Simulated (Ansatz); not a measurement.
# Nickel, A15 under BLYP: relaxation and energy

What does BLYP give for nickel in the A15 structure? We relax it, then solve it on a dense k-mesh. Spin polarisation is left out, though the real metal is magnetic, so this state lies above the ground state. The k-meshes are 6×6×6 for the relaxation; 8×8×8 for the dense run.

Computed with Ansatz 0.2.0 (DFT BLYP, plane waves (420 eV) with PAW, scalar-relativistic; the PAW data stem from PBE, with regenerated cores, unless a step says otherwise).

### 1 The starting structure

It takes space group Pm-3n (No. 223, cubic). Conventional cell: a = 4.440 Å, b = 4.440 Å, c = 4.440 Å, α = 90.00°, β = 90.00°, γ = 90.00°. Ni (site symmetry m-3) has 12 Ni at 2.48 Å as nearest neighbours. Ni (site symmetry -4m2) has 6 Ni at 2.22 to 2.48 Å as nearest neighbours.

As a file:

```cif
data_structure
_symmetry_space_group_name_H-M 'Pm-3n'
_symmetry_Int_Tables_number 223
_cell_length_a 4.4398
_cell_length_b 4.4398
_cell_length_c 4.4398
_cell_angle_alpha 90.000
_cell_angle_beta 90.000
_cell_angle_gamma 90.000
_cell_volume 87.52
loop_
_atom_site_label
_atom_site_type_symbol
_atom_site_symmetry_multiplicity
_atom_site_Wyckoff_symbol
_atom_site_fract_x
_atom_site_fract_y
_atom_site_fract_z
_atom_site_occupancy
Ni1 Ni 2 a 0.00000 0.00000 0.00000 1
Ni2 Ni 6 c 0.25000 0.00000 0.50000 1
```

### 2 Relaxation of the cell

input.yaml reads:

```yaml
crystal:
  lattice:
    - [4.4398105893, 0.0, 0.0]
    - [0.0, 4.4398105893, 0.0]
    - [0.0, 0.0, 4.4398105893]
  atoms:
    - { symbol: Ni, position: [0.0, 0.0, 0.0] }
    - { symbol: Ni, position: [0.5, 0.5, 0.5] }
    - { symbol: Ni, position: [0.25, 0.0, 0.5] }
    - { symbol: Ni, position: [0.75, 0.0, 0.5] }
    - { symbol: Ni, position: [0.5, 0.25, 0.0] }
    - { symbol: Ni, position: [0.5, 0.75, 0.0] }
    - { symbol: Ni, position: [0.0, 0.5, 0.25] }
    - { symbol: Ni, position: [0.0, 0.5, 0.75] }
hamiltonian:
  xc: blyp
  pseudopotentials:
    kind: paw
    azcp:
      Ni: "pseudopotentials/Ni.paw.azcp"
basis:
  ecutwfc: 420
  fft_grid_basis: typed
kpoints:
  mp_grid: { grid: [6, 6, 6], shift: [0, 0, 0] }
magnetization:
  spin_polarized: false
scf:
  occupations: { method: fermi_dirac, width: 0.1 }
relax:
  max_steps: 60
  f_tol: 0.01
  cell: {}
```

Command:

```sh
ansatz run input.yaml --threads 4 --pin off --max-ram 8192MiB --backend cpu --events-out ev --progress --plain --runs-dir out
```

After this run come: The energy on a finer k-mesh.

Before running it: what results should come out? Wanted: space group; conventional cell; volume; shortest distance; gap on the mesh; relative to fcc, ferromagnetic.

The runs gave:

| quantity | value |
| --- | --- |
| space group (spins left aside) | Pm-3n (No. 223) |
| conventional cell | a = 4.537 Å |
| volume | 11.674 Å³/atom |
| shortest distance | 2.268 Å |
| gap on the mesh | none (levels filled in part) |
| relative to fcc, ferromagnetic | +156 meV/atom |

In words: From the guessed start the volume grew by 6.7 % in 7 steps. Against the reference form of nickel (fcc, ferromagnetic, computed apart with the same settings) it stands 156 meV/atom higher; part of this is magnetic energy, as this run has no moments. No gap shows: it is a metal or semimetal at this level. The symmetry was held, so the structure may be unstable against distortions that break it.
